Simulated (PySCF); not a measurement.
**TPSSh/cc-pVDZ run of CH4GeO2 (SMILES O=C[O][GeH3])**

Aim: a structure relaxation of CH4GeO2. The job is set up through a Python script.

The calculation is run with PySCF 2.14.0.

2 further runs of the same task are left out: 2 that didn't finish.

### Step 1. The molecule

The species is CH4GeO2 (8 atoms), meant as a singlet with charge 0. SMILES: `O=C[O][GeH3]`. The coordinates come from a PBE0-D4/def2-TZVP relaxation. This is one conformer, not always the lowest. The run starts from this shape.

Bond lengths: O1–C2 1.203 Å, C2–O3 1.318 Å, O3–Ge4 1.840 Å, C2–H5 1.101 Å, Ge4–H6 1.528 Å, Ge4–H7 1.528 Å, Ge4–H8 1.531 Å. Angles: O1–C2–O3 124.7°, C2–O3–Ge4 113.7°, O1–C2–H5 123.7°, O3–C2–H5 111.6°, O3–Ge4–H6 108.6°, O3–Ge4–H7 108.6°, O3–Ge4–H8 100.3°, H6–Ge4–H7 113.7°, H6–Ge4–H8 112.4°, H7–Ge4–H8 112.4°.

### Step 2. A structure relaxation at TPSSh/cc-pVDZ

File mol.xyz:

```xyz
8

O      1.249800    -0.737800     1.111600
C      1.395900     0.277800     0.484100
O      0.493200     0.797800    -0.322800
Ge    -1.061900    -0.180000    -0.421000
H      2.310300     0.889700     0.516800
H     -1.700900    -0.218500     0.966900
H     -0.732900    -1.562300    -0.983900
H     -1.861500     0.676100    -1.407500
```

File job.py:

```python
# O=C[O][GeH3]
from pyscf import gto, dft
from pyscf.geomopt.geometric_solver import kernel as optimise

system = gto.M(
    atom='mol.xyz',
    max_memory=1860,
    charge=0,
    basis='cc-pvdz',
    spin=0,
    verbose=3,
)

calc0 = dft.RKS(system, xc='tpssh')
calc0.grids.level = 2
calc0.conv_tol = 1e-10
converged, mol_eq = optimise(calc0, maxsteps=60, convergence_set='GAU_TIGHT')
print('converged:', converged)
print(mol_eq.tostring())

calc0.reset(mol_eq)
system = mol_eq
calc0.kernel()
if not calc0.converged:
    calc0 = calc0.newton().run(calc0.mo_coeff, calc0.mo_occ)
e_tot = calc0.e_tot
print('E = %.10f Eh' % e_tot)
```

Launch:

```
OMP_NUM_THREADS=1 python job.py
```

Output:

```text
convergence_set           GAU_TIGHT
maxiter                   60
----------------------------------------------------------
Custom engine selected.
Bonds will be generated from interatomic distances less than 1.20 times sum of covalent radii
24 internal coordinates being used (instead of 24 Cartesians)
Internal coordinate system (atoms numbered from 1):
Distance 1-2
Distance 2-3
Distance 2-5
Distance 3-4
Distance 4-6
Distance 4-7
Distance 4-8
Angle 1-2-5
Angle 3-2-5
Angle 2-3-4
Angle 3-4-6
Angle 3-4-7
Angle 3-4-8
Angle 6-4-7
Angle 6-4-8
Angle 7-4-8
Out-of-Plane 2-1-3-5
Dihedral 1-2-3-4
Dihedral 5-2-3-4
Dihedral 2-3-4-6
Dihedral 2-3-4-7
Dihedral 2-3-4-8
Translation-X 1-8
Translation-Y 1-8
Translation-Z 1-8
Rotation-A 1-8
Rotation-B 1-8
Rotation-C 1-8
> ===== Optimization Info: ====
> Job type: Energy minimization
> Maximum number of optimization cycles: 60
> Initial / maximum trust radius (Angstrom): 0.100 / 0.300
> Convergence Criteria:
> Will converge when all 5 criteria are reached:
>  |Delta-E| < 1.00e-06
>  RMS-Grad  < 1.00e-05
>  Max-Grad  < 1.50e-05
>  RMS-Disp  < 4.00e-05
>  Max-Disp  < 6.00e-05
> === End Optimization Info ===

Geometry optimization cycle 1
Cartesian coordinates (Angstrom)
 Atom        New coordinates             dX        dY        dZ
   O   1.249800  -0.737800   1.111600    0.000000  0.000000  0.000000
   C   1.395900   0.277800   0.484100    0.000000  0.000000  0.000000
   O   0.493200   0.797800  -0.322800    0.000000  0.000000  0.000000
[... 4 lines of this table left out ...]
   H  -1.861500   0.676100  -1.407500    0.000000 -0.000000  0.000000

WARN: Mole.unit (angstrom) is changed to Bohr

converged SCF energy = -2267.93400750283
--------------- RKS_Scanner gradients ---------------
         x                y                z
0 O     0.0035223666     0.0198789151    -0.0119271184
1 C    -0.0103702648    -0.0082167818     0.0004791305
2 O     0.0018052092    -0.0144170754     0.0108561597
[... 4 lines of this table left out ...]
7 H     0.0006384500    -0.0004720522     0.0006449073
----------------------------------------------
cycle 1: E = -2267.9340075  dE = -2267.93  norm(grad) = 0.0343106
Step    0 : Gradient = 1.213e-02/2.345e-02 (rms/max) Energy = -2267.9340075028
Hessian Eigenvalues: 2.30000e-02 2.30000e-02 3.23712e-02 ... 3.36009e-01 6.25058e-01 1.03466e+00

Geometry optimization cycle 2
Cartesian coordinates (Angstrom)
 Atom        New coordinates             dX        dY        dZ
   O   1.254812  -0.745839   1.118207    0.005012 -0.008039  0.006607
   C   1.412551   0.281572   0.489671    0.016651  0.003772  0.005571
   O   0.503601   0.812009  -0.327356    0.010401  0.014209 -0.004556
[... 4 lines of this table left out ...]
   H  -1.874526   0.672167  -1.411803   -0.013026 -0.003933 -0.004303
converged SCF energy = -2267.93493649704
--------------- RKS_Scanner gradients ---------------
         x                y                z
0 O     0.0003324709     0.0011362506    -0.0006629956
1 C    -0.0010255742     0.0008787800    -0.0010058538
2 O     0.0000520368    -0.0033951269     0.0023080689
[... 4 lines of this table left out ...]
7 H    -0.0003309379    -0.0001353529    -0.0000705798
----------------------------------------------
cycle 2: E = -2267.9349365  dE = -0.000928994  norm(grad) = 0.00517008
Step    1 : Displace = 1.827e-02/2.679e-02 (rms/max) Trust = 1.000e-01 (=) Grad = 1.828e-03/4.106e-03 (rms/max) E (change) = -2267.9349364970 (-9.290e-04) Quality = 1.050
Hessian Eigenvalues: 2.29999e-02 2.30004e-02 3.23727e-02 ... 3.46375e-01 6.10566e-01 1.02530e+00

Geometry optimization cycle 3
Cartesian coordinates (Angstrom)
 Atom        New coordinates             dX        dY        dZ
   O   1.235177  -0.749276   1.112001   -0.019635 -0.003437 -0.006206
   C   1.405183   0.279836   0.486651   -0.007367 -0.001736 -0.003020
   O   0.504236   0.822919  -0.334709    0.000634  0.010910 -0.007353
[... 4 lines of this table left out ...]
   H  -1.873703   0.668320  -1.408485    0.000823 -0.003847  0.003318
converged SCF energy = -2267.93501154159
--------------- RKS_Scanner gradients ---------------
         x                y                z
0 O     0.0003012633    -0.0008111479     0.0007950463
1 C    -0.0001087803     0.0003527253    -0.0005219824
2 O    -0.0006663398    -0.0006129407     0.0001635815
[... 4 lines of this table left out ...]
7 H    -0.0000093129    -0.0000842927     0.0000583972
----------------------------------------------
cycle 3: E = -2267.93501154  dE = -7.50445e-05  norm(grad) = 0.00208075
Step    2 : Displace = 1.149e-02/2.007e-02 (rms/max) Trust = 1.414e-01 (+) Grad = 7.357e-04/1.216e-03 (rms/max) E (change) = -2267.9350115416 (-7.504e-05) Quality = 1.317
Hessian Eigenvalues: 2.29983e-02 2.30060e-02 3.25158e-02 ... 3.44645e-01 6.39920e-01 1.08301e+00

Geometry optimization cycle 4
Cartesian coordinates (Angstrom)
 Atom        New coordinates             dX        dY        dZ
   O   1.191036  -0.750240   1.088793   -0.044141 -0.000965 -0.023208
   C   1.398123   0.283699   0.482080   -0.007060  0.003863 -0.004570
   O   0.505240   0.837381  -0.343051    0.001004  0.014462 -0.008343
[... 2 lines left out ...]
converged SCF energy = -2267.93495479686
[... 21 lines left out ...]
converged SCF energy = -2267.935015237
[... 20 lines left out ...]
converged SCF energy = -2267.9350346451
[... 20 lines left out ...]
converged SCF energy = -2267.93503457066
[... 20 lines left out ...]
converged SCF energy = -2267.93503667189
[... 20 lines left out ...]
converged SCF energy = -2267.93503689079
[... 20 lines left out ...]
converged SCF energy = -2267.9350364536
[... 20 lines left out ...]
converged SCF energy = -2267.9350357669
[... 20 lines left out ...]
converged SCF energy = -2267.93503606195
[... 20 lines left out ...]
converged SCF energy = -2267.93503651834
[... 20 lines left out ...]
converged SCF energy = -2267.93503700904
[... 20 lines left out ...]
converged SCF energy = -2267.93503712115
[... 8 lines left out ...]
cycle 15: E = -2267.93503712  dE = -1.12114e-07  norm(grad) = 0.00010947
Step   14 : Displace = 4.742e-04/7.741e-04 (rms/max) Trust = 2.529e-04 (=) Grad = 3.870e-05/6.361e-05 (rms/max) E (change) = -2267.9350371212 (-1.121e-07) Quality = 0.208
Hessian Eigenvalues: 7.54424e-05 2.29828e-02 2.31305e-02 ... 4.46335e-01 7.51546e-01 1.06441e+00

Geometry optimization cycle 16
Cartesian coordinates (Angstrom)
 Atom        New coordinates             dX        dY        dZ
   O   1.182839  -0.766134   1.100620   -0.001208 -0.000836  0.000144
   C   1.365561   0.263823   0.480035   -0.001485 -0.000931 -0.000071
   O   0.471596   0.811814  -0.344136   -0.001688 -0.001195 -0.000076
[... 4 lines of this table left out ...]
   H  -1.908852   0.635224  -1.407367   -0.001619 -0.001161 -0.000211
converged SCF energy = -2267.93503714604
--------------- RKS_Scanner gradients ---------------
         x                y                z
0 O     0.0000167901     0.0000012279     0.0000066183
1 C     0.0000088509     0.0000157478    -0.0000121292
2 O     0.0000238406     0.0000168149     0.0000018424
[... 4 lines of this table left out ...]
7 H     0.0000126456     0.0000142698     0.0000013005
----------------------------------------------
cycle 16: E = -2267.93503715  dE = -2.48842e-08  norm(grad) = 6.73405e-05
Step   15 : Displace = 2.223e-04/3.477e-04 (rms/max) Trust = 1.265e-04 (-) Grad = 2.381e-05/2.923e-05 (rms/max) E (change) = -2267.9350371460 (-2.488e-08) Quality = 0.044
Hessian Eigenvalues: 7.27355e-05 2.29315e-02 2.31295e-02 ... 4.46768e-01 7.51438e-01 1.07231e+00

Geometry optimization cycle 17
Cartesian coordinates (Angstrom)
 Atom        New coordinates             dX        dY        dZ
   O   1.180872  -0.767279   1.100645   -0.001967 -0.001145  0.000025
   C   1.363401   0.262589   0.479868   -0.002159 -0.001234 -0.000168
   O   0.469297   0.810334  -0.344335   -0.002299 -0.001480 -0.000199
[... 4 lines of this table left out ...]
   H  -1.911118   0.633487  -1.407586   -0.002266 -0.001736 -0.000219
converged SCF energy = -2267.93503716206
--------------- RKS_Scanner gradients ---------------
         x                y                z
0 O     0.0000138478     0.0000018226     0.0000098882
1 C     0.0000206926     0.0000116387    -0.0000166230
2 O     0.0000160452     0.0000123972     0.0000057048
[... 4 lines of this table left out ...]
7 H     0.0000139315     0.0000133330     0.0000026884
----------------------------------------------
cycle 17: E = -2267.93503716  dE = -1.60244e-08  norm(grad) = 5.944e-05
Step   16 : Displace = 9.726e-05/1.372e-04 (rms/max) Trust = 6.324e-05 (-) Grad = 2.102e-05/2.898e-05 (rms/max) E (change) = -2267.9350371621 (-1.602e-08) Quality = 0.021
Hessian Eigenvalues: 3.82862e-05 2.27604e-02 2.31265e-02 ... 4.46589e-01 7.51551e-01 1.06551e+00

Geometry optimization cycle 18
Cartesian coordinates (Angstrom)
 Atom        New coordinates             dX        dY        dZ
   O   1.179714  -0.767950   1.100622   -0.001159 -0.000671 -0.000023
   C   1.362147   0.261887   0.479774   -0.001254 -0.000702 -0.000094
   O   0.467984   0.809506  -0.344454   -0.001313 -0.000828 -0.000119
[... 4 lines of this table left out ...]
   H  -1.912402   0.632472  -1.407707   -0.001284 -0.001015 -0.000121
converged SCF energy = -2267.93503717212
--------------- RKS_Scanner gradients ---------------
         x                y                z
0 O     0.0000137836     0.0000061366     0.0000057896
1 C     0.0000212769     0.0000071899    -0.0000105007
2 O     0.0000142662     0.0000106900     0.0000053648
[... 4 lines of this table left out ...]
7 H     0.0000147221     0.0000136199     0.0000028418
----------------------------------------------
cycle 18: E = -2267.93503717  dE = -1.00581e-08  norm(grad) = 5.56424e-05
Step   17 : Displace = 3.685e-05/5.439e-05 (rms/max) Trust = 3.162e-05 (-) Grad = 1.967e-05/2.479e-05 (rms/max) E (change) = -2267.9350371721 (-1.006e-08) Quality = 0.024
Hessian Eigenvalues: 1.00991e-05 2.28144e-02 2.31245e-02 ... 4.47461e-01 7.51510e-01 1.03796e+00

Geometry optimization cycle 19
Cartesian coordinates (Angstrom)
 Atom        New coordinates             dX        dY        dZ
   O   1.179078  -0.768315   1.100590   -0.000636 -0.000365 -0.000032
   C   1.361471   0.261516   0.479724   -0.000676 -0.000371 -0.000050
   O   0.467288   0.809077  -0.344520   -0.000696 -0.000430 -0.000067
[... 4 lines of this table left out ...]
   H  -1.913081   0.631919  -1.407768   -0.000679 -0.000553 -0.000061
converged SCF energy = -2267.93503717894
--------------- RKS_Scanner gradients ---------------
         x                y                z
0 O     0.0000139782     0.0000062430     0.0000032312
1 C     0.0000184390     0.0000102628    -0.0000074427
2 O     0.0000158750     0.0000080923     0.0000059327
[... 4 lines of this table left out ...]
7 H     0.0000153237     0.0000137970     0.0000029462
----------------------------------------------
cycle 19: E = -2267.93503718  dE = -6.82394e-09  norm(grad) = 5.44799e-05
Step   18 : Displace = 1.731e-05/3.026e-05 (rms/max) Trust = 1.581e-05 (-) Grad = 1.926e-05/2.238e-05 (rms/max) E (change) = -2267.9350371789 (-6.824e-09) Quality = 0.030
Poor-quality step dominated by net translation/rotation detected; will project out net forces and torques past this point.
Eigenvalues below 1.0000e-05 (5.0338e-06) - returning guess
Hessian Eigenvalues: 2.30000e-02 2.30000e-02 3.23712e-02 ... 3.27987e-01 5.86394e-01 9.70577e-01

Geometry optimization cycle 20
Cartesian coordinates (Angstrom)
 Atom        New coordinates             dX        dY        dZ
   O   1.178865  -0.768434   1.100573   -0.000212 -0.000119 -0.000017
   C   1.361252   0.261397   0.479709   -0.000219 -0.000119 -0.000015
   O   0.467065   0.808943  -0.344543   -0.000223 -0.000133 -0.000023
[... 4 lines of this table left out ...]
   H  -1.913301   0.631736  -1.407786   -0.000220 -0.000184 -0.000018
converged SCF energy = -2267.93503718164
--------------- RKS_Scanner gradients ---------------
         x                y                z
0 O     0.0000140566     0.0000087870     0.0000001147
1 C     0.0000185725     0.0000074082    -0.0000018343
2 O     0.0000147809     0.0000087409     0.0000038119
[... 4 lines of this table left out ...]
7 H     0.0000153429     0.0000139877     0.0000027844
----------------------------------------------
cycle 20: E = -2267.93503718  dE = -2.69893e-09  norm(grad) = 5.35723e-05
Step   19 : Displace = 8.648e-06/1.660e-05 (rms/max) Trust = 7.905e-06 (-) Grad = 4.014e-06/6.426e-06 (rms/max) E (change) = -2267.9350371816 (-2.699e-09) Quality = 0.040
Hessian Eigenvalues: 2.30000e-02 2.30000e-02 3.23712e-02 ... 3.27987e-01 5.86394e-01 9.70577e-01
Converged! =D

converged: True
O           1.17886519       -0.76843429        1.10057332
C           1.36125206        0.26139702        0.47970903
O           0.46706495        0.80894306       -0.34454306
[... 4 lines of this table left out ...]
H          -1.91330072        0.63173565       -1.40778597
converged SCF energy = -2267.93503718165
E = -2267.9350371816 Eh
```

Run time: 5.1 min. Hardware: 1 thread of Intel Xeon Platinum 8375C at 2.90GHz (Ice Lake), shared host; peak memory 0.88 GiB.

Steps, from the record of the run:

```csv
step,energy from the first frame kept (eV),largest force (eV/Å)
0,0.0000,1.2058
1,-0.0253,0.2111
2,-0.0273,0.0625
3,-0.0258,0.3110
4,-0.0274,0.1565
5,-0.0279,0.0576
6,-0.0279,0.0500
7,-0.0280,0.0060
8,-0.0280,0.0037
9,-0.0280,0.0243
10,-0.0280,0.0401
11,-0.0280,0.0399
12,-0.0280,0.0244
13,-0.0280,0.0070
14,-0.0280,0.0033
15,-0.0280,0.0015
16,-0.0280,0.0015
17,-0.0280,0.0013
18,-0.0280,0.0012
19,-0.0280,0.0011
```

After the run. Bond lengths: O1–C2 1.216 Å, C2–O3 1.334 Å, O3–Ge4 1.873 Å, C2–H5 1.108 Å, Ge4–H6 1.532 Å, Ge4–H7 1.532 Å, Ge4–H8 1.535 Å. Angles: O1–C2–O3 124.2°, C2–O3–Ge4 111.2°, O1–C2–H5 124.4°, O3–C2–H5 111.4°, O3–Ge4–H6 109.1°, O3–Ge4–H7 109.1°, O3–Ge4–H8 99.6°, H6–Ge4–H7 113.8°, H6–Ge4–H8 112.1°, H7–Ge4–H8 112.1°.

### Step 3. What came out

At TPSSh/cc-pVDZ:

```
               quantity           value
total energy at the end  -2267.93504 Eh
          dipole moment          1.42 D
            HOMO energy        -7.19 eV
            LUMO energy        -0.37 eV
          HOMO–LUMO gap         6.82 eV
```

What this shows: At the final geometry: Bond lengths: O1–C2 1.216 Å, C2–O3 1.334 Å, O3–Ge4 1.873 Å, C2–H5 1.108 Å, Ge4–H6 1.532 Å, Ge4–H7 1.532 Å, Ge4–H8 1.535 Å. Angles: O1–C2–O3 124.2°, C2–O3–Ge4 111.2°, O1–C2–H5 124.4°, O3–C2–H5 111.4°, O3–Ge4–H6 109.1°, O3–Ge4–H7 109.1°, O3–Ge4–H8 99.6°, H6–Ge4–H7 113.8°, H6–Ge4–H8 112.1°, H7–Ge4–H8 112.1°. The optimisation took 19 steps and changed the energy by -0.028 eV. Mulliken charges run from -0.39 on O3 to +0.45 on Ge4; they depend strongly on the basis.
